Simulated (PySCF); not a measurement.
# From one method to the next for AsO

Starting from one script, swap the method and compare what comes out for AsO.

Program: PySCF 2.14.0. Level of theory: method and basis as typed in the scripts. These are calculated values, not measurements.

4 further runs of the same task are left out: 4 that didn't finish.

**1. Where the work starts**

AsO: 2 atoms, charge 0, spin multiplicity 2.

Bond lengths: As1–O2 2.041 Å.

**2. Base script**

Input file input.py:

```python
from pyscf import gto, scf, tdscf

mol = gto.M(
    atom='As 0 0 0; O 0 0 2.041',
    basis='cc-pvdz',
    charge=0,
    spin=1,
    verbose=3,
)
mf = scf.UHF(mol)
mf = mf.newton()
mf.kernel()
td = tdscf.TDHF(mf)
td.nstates = 6
td.kernel()
td.analyze()
mf.dip_moment()
print('orbital energies (hartree):', [e[max(0, n-3):n+3].round(4) for e, n in zip(mf.mo_energy, mol.nelec)])
```

Started as:

```
python input.py
```

Standard output:

```text
WARN: HOMO -0.145391327208169 >= LUMO -0.145391327208169

converged SCF energy = -2308.95201612434  <S^2> = 1.7958951  2S+1 = 2.8606958
Excitation energies (eV)
[0.65031555 2.47613753 2.93853881 3.19768789 3.69085105 3.9065178 ]

** Excitation energies and oscillator strengths **
Excited State   1:      0.65032 eV   1906.52 nm  f=0.0000
Excited State   2:      2.47614 eV    500.72 nm  f=0.0000
Excited State   3:      2.93854 eV    421.92 nm  f=0.0005
Excited State   4:      3.19769 eV    387.73 nm  f=0.0016
Excited State   5:      3.69085 eV    335.92 nm  f=0.0626
Excited State   6:      3.90652 eV    317.38 nm  f=0.0003
Dipole moment(X, Y, Z, Debye): -0.00000,  0.00000, -2.64376
orbital energies (hartree): [array([-0.5505, -0.5259, -0.356 ,  0.0142,  0.0828,  0.4438]), array([-0.4596, -0.4231, -0.3783,  0.02  ,  0.1088,  0.15  ])]
```

Wall time 14 s (1 thread, shared host).

It gives: E(SCF) = -2308.952016 Eh, ⟨S²⟩ = 1.796, μ = 2.64 D, excitations 0.65, 2.48, 2.94, 3.20, 3.69 eV.

⟨S²⟩ = 1.80 against 0.75 for a pure state: the determinant is spin-contaminated. The bond length is a typed value, not an optimised one.

The absorption lines that the run found.

```tsv
excitation energy (eV)	relative intensity
2.94	1
3.20	3
3.69	100
```

**3. Stability test**

Edit 1 changes step after the SCF: tddft → stability.

input.py: that of step 2 with these lines changed.

```diff
@@ -1,2 +1,2 @@
-from pyscf import gto, scf, tdscf
+from pyscf import gto, scf
 
@@ -12,6 +12,3 @@
 mf.kernel()
-td = tdscf.TDHF(mf)
-td.nstates = 6
-td.kernel()
-td.analyze()
+mf.stability(internal=True, external=True)
 mf.dip_moment()
```

Started as:

```
python input.py
```

Standard output:

```text
WARN: HOMO -0.145391327208169 >= LUMO -0.145391327208169

converged SCF energy = -2308.95201612434  <S^2> = 1.7958951  2S+1 = 2.8606958
<class 'pyscf.soscf.newton_ah.SecondOrderUHF'> wavefunction is stable in the internal stability analysis
<class 'pyscf.soscf.newton_ah.SecondOrderUHF'> wavefunction is stable in the real -> complex stability analysis
<class 'pyscf.soscf.newton_ah.SecondOrderUHF'> wavefunction has an UHF/UKS -> GHF/GKS instability
Dipole moment(X, Y, Z, Debye): -0.00000,  0.00000, -2.64376
orbital energies (hartree): [array([-0.5505, -0.5259, -0.356 ,  0.0142,  0.0828,  0.4438]), array([-0.4596, -0.4231, -0.3783,  0.02  ,  0.1088,  0.15  ])]
```

Run time: 2 s. Hardware: 1 thread, shared host.

This run: E(SCF) = -2308.952016 Eh (no change), ⟨S²⟩ = 1.796, μ = 2.64 D, internal stable; real -> complex stable; UHF/UKS -> GHF/GKS unstable.

**4. Number of roots 2**

Edit 2 changes number of roots: 6 → 2.

input.py: that of step 2 with these lines changed.

```diff
@@ -13,3 +13,3 @@
 td = tdscf.TDHF(mf)
-td.nstates = 6
+td.nstates = 2
 td.kernel()
```

Started as:

```
python input.py
```

Standard output:

```text
WARN: HOMO -0.145391327208169 >= LUMO -0.145391327208169

converged SCF energy = -2308.95201612434  <S^2> = 1.7958951  2S+1 = 2.8606958
Excitation energies (eV)
[0.65031554 2.47613752]

** Excitation energies and oscillator strengths **
Excited State   1:      0.65032 eV   1906.52 nm  f=0.0000
Excited State   2:      2.47614 eV    500.72 nm  f=0.0000
Dipole moment(X, Y, Z, Debye): -0.00000,  0.00000, -2.64376
orbital energies (hartree): [array([-0.5505, -0.5259, -0.356 ,  0.0142,  0.0828,  0.4438]), array([-0.4596, -0.4231, -0.3783,  0.02  ,  0.1088,  0.15  ])]
```

Run time: 4.6 s. Hardware: 1 thread, shared host.

This run: E(SCF) = -2308.952016 Eh (no change), ⟨S²⟩ = 1.796, μ = 2.64 D, excitations 0.65, 2.48 eV.

**5. MP2**

Edit 3 changes step after the SCF: tddft → mp2; frozen orbitals: none → 10.

input.py: that of step 2 with these lines changed.

```diff
@@ -1,2 +1,2 @@
-from pyscf import gto, scf, tdscf
+from pyscf import gto, scf, mp
 
@@ -12,6 +12,3 @@
 mf.kernel()
-td = tdscf.TDHF(mf)
-td.nstates = 6
-td.kernel()
-td.analyze()
+mp.MP2(mf, frozen=10).kernel()
 mf.dip_moment()
```

Started as:

```
python input.py
```

Standard output:

```text
WARN: HOMO -0.145391327208169 >= LUMO -0.145391327208169

converged SCF energy = -2308.95201612434  <S^2> = 1.7958951  2S+1 = 2.8606958
E(UMP2) = -2309.17564754733  E_corr = -0.223631422988186
E(SCS-UMP2) = -2309.169489779  E_corr = -0.217473654656816
Dipole moment(X, Y, Z, Debye): -0.00000,  0.00000, -2.64376
orbital energies (hartree): [array([-0.5505, -0.5259, -0.356 ,  0.0142,  0.0828,  0.4438]), array([-0.4596, -0.4231, -0.3783,  0.02  ,  0.1088,  0.15  ])]
```

It took 1.5 s on 1 thread, shared host.

This run: E(SCF) = -2308.952016 Eh (no change), E(MP2) − E(SCF) = -0.22363 Eh, ⟨S²⟩ = 1.796, μ = 2.64 D (of the SCF density).

**6. Hf,lyp (UKS)**

Edit 4 changes functional: none (Hartree–Fock) → hf,lyp; SCF type: UHF → UKS; step after the SCF: tddft → analyze.

Input file input.py:

```python
from pyscf import gto, dft

mol = gto.M(
    atom='As 0 0 0; O 0 0 2.041',
    basis='cc-pvdz',
    charge=0,
    spin=1,
    verbose=3,
)
mf = dft.UKS(mol, xc='hf,lyp')
mf = mf.newton()
mf.kernel()
mf.analyze()
print('orbital energies (hartree):', [e[max(0, n-3):n+3].round(4) for e, n in zip(mf.mo_energy, mol.nelec)])
```

Started as:

```
python input.py
```

Standard output:

```text
converged SCF energy = -2310.82001420324  <S^2> = 1.7271783  2S+1 = 2.8122434
**** MO energy ****
                             alpha | beta                alpha | beta
MO #1   energy= -432.737400024953  | -432.731363817512  occ= 1 | 1
MO #2   energy= -56.4544214677273  | -56.4510261935654  occ= 1 | 1
MO #3   energy= -50.3030928749988  | -50.2974792905668  occ= 1 | 1
MO #4   energy= -50.3030293150699  | -50.2945931465865  occ= 1 | 1
MO #5   energy= -50.3007663831674  | -50.2942409345053  occ= 1 | 1
MO #6   energy= -20.6125561088527  | -20.6524010248989  occ= 1 | 1
MO #7   energy= -8.14689683036681  | -8.13459617162184  occ= 1 | 1
MO #8   energy= -6.00139978205386  | -5.98935938421494  occ= 1 | 1
MO #9   energy= -6.00108614917848  | -5.98113822361104  occ= 1 | 1
MO #10  energy= -5.99634188184793  | -5.97984956133343  occ= 1 | 1
MO #11  energy= -2.22229537957833  | -2.21665243144021  occ= 1 | 1
MO #12  energy= -2.22058679951805  | -2.21405126080554  occ= 1 | 1
MO #13  energy= -2.220092725529    | -2.21299201798736  occ= 1 | 1
MO #14  energy= -2.21921713093697  | -2.20855291922947  occ= 1 | 1
MO #15  energy= -2.21916084133379  | -2.20851013115932  occ= 1 | 1
MO #16  energy= -1.17402738791534  | -1.33367498277576  occ= 1 | 1
MO #17  energy= -0.832232085902408 | -0.707721174947577 occ= 1 | 1
MO #18  energy= -0.532159503634615 | -0.632944617150674 occ= 1 | 1
MO #19  energy= -0.468742621695001 | -0.543485372866301 occ= 1 | 1
MO #20  energy= -0.412457339629888 | -0.522167410201862 occ= 1 | 1
MO #21  energy= -0.387092677936836 | -0.0196315108295341 occ= 1 | 0
MO #22  energy= 0.0639542447207844 | -0.0132729703623925 occ= 0 | 0
MO #23  energy= 0.104932424896192  | 0.0640810955043095 occ= 0 | 0
MO #24  energy= 0.401908980561166  | 0.418044308803648  occ= 0 | 0
MO #25  energy= 0.49383039304784   | 0.520917427216143  occ= 0 | 0
MO #26  energy= 0.495829312346729  | 0.543807682440366  occ= 0 | 0
MO #27  energy= 0.512595316095456  | 0.547212491560171  occ= 0 | 0
MO #28  energy= 0.553102255039751  | 0.640844514900092  occ= 0 | 0
MO #29  energy= 0.55311975708744   | 0.64867180931696   occ= 0 | 0
MO #30  energy= 0.592265395510675  | 0.648680055320418  occ= 0 | 0
MO #31  energy= 0.612483648931391  | 0.650236081009871  occ= 0 | 0
MO #32  energy= 0.771833230662973  | 0.79390320616135   occ= 0 | 0
MO #33  energy= 1.24699682234144   | 1.18400103263857   occ= 0 | 0
MO #34  energy= 1.30466878407929   | 1.23799776162859   occ= 0 | 0
MO #35  energy= 1.33589429209966   | 1.25838951800643   occ= 0 | 0
MO #36  energy= 1.89388581077719   | 1.85281148095973   occ= 0 | 0
MO #37  energy= 2.97174067181817   | 2.87438416862936   occ= 0 | 0
MO #38  energy= 2.97300786415733   | 2.87975762139388   occ= 0 | 0
MO #39  energy= 2.97879768310865   | 2.88457566909601   occ= 0 | 0
MO #40  energy= 3.00255879874684   | 2.9438686809692    occ= 0 | 0
MO #41  energy= 3.11822750617331   | 3.06205522130753   occ= 0 | 0

To work with the spin densities directly, `use mulliken_meta_spin()` only printing them here.

 ** Mulliken spin pop alpha/beta on meta-lowdin orthogonal AOs **
 ** Mulliken Spin Density (per atom)  **
spin density of  0 As =      2.12775
spin density of  1 O =     -1.12775
 ** Mulliken pop alpha/beta on meta-lowdin orthogonal AOs **
 ** Mulliken atomic charges   ( Nelec_alpha | Nelec_beta ) **
charge of  0As =      0.39594  (    17.36591     15.23816 )
charge of  1O =     -0.39594  (     3.63409      4.76184 )
Dipole moment(X, Y, Z, Debye): -0.00000, -0.00000, -2.85825
orbital energies (hartree): [array([-0.4687, -0.4125, -0.3871,  0.064 ,  0.1049,  0.4019]), array([-0.6329, -0.5435, -0.5222, -0.0196, -0.0133,  0.0641])]
```

Wall time 9.2 s (1 thread, shared host).

Outcome: E(SCF) = -2310.820014 Eh, ⟨S²⟩ = 1.727, μ = 2.86 D.

⟨S²⟩ = 1.73 against 0.75 for a pure state: the determinant is spin-contaminated.

**7. Side by side**

```
              run  E(SCF) (hartree)  from base (eV)  gap, α spin (eV)  SCF dipole (D)                           after the SCF
             base      -2308.952016               0             10.07            2.64               lowest root found 0.65 eV
   stability test      -2308.952016          0.0000             10.07            2.64            unstable: UHF/UKS -> GHF/GKS
number of roots 2      -2308.952016          0.0000             10.07            2.64               lowest root found 0.65 eV
              MP2      -2308.952016          0.0000             10.07            2.64  MP2 correlation -6.085 eV, core frozen
     hf,lyp (UKS)      -2310.820014  not comparable             12.28            2.86                                     n/a
```

Wall time on 1 thread, shared host, start-up included: base 14 s; stability test 2 s; number of roots 2 4.6 s; MP2 1.5 s; hf,lyp (UKS) 9.2 s.

What this shows: A lower total energy from another functional means nothing by itself.
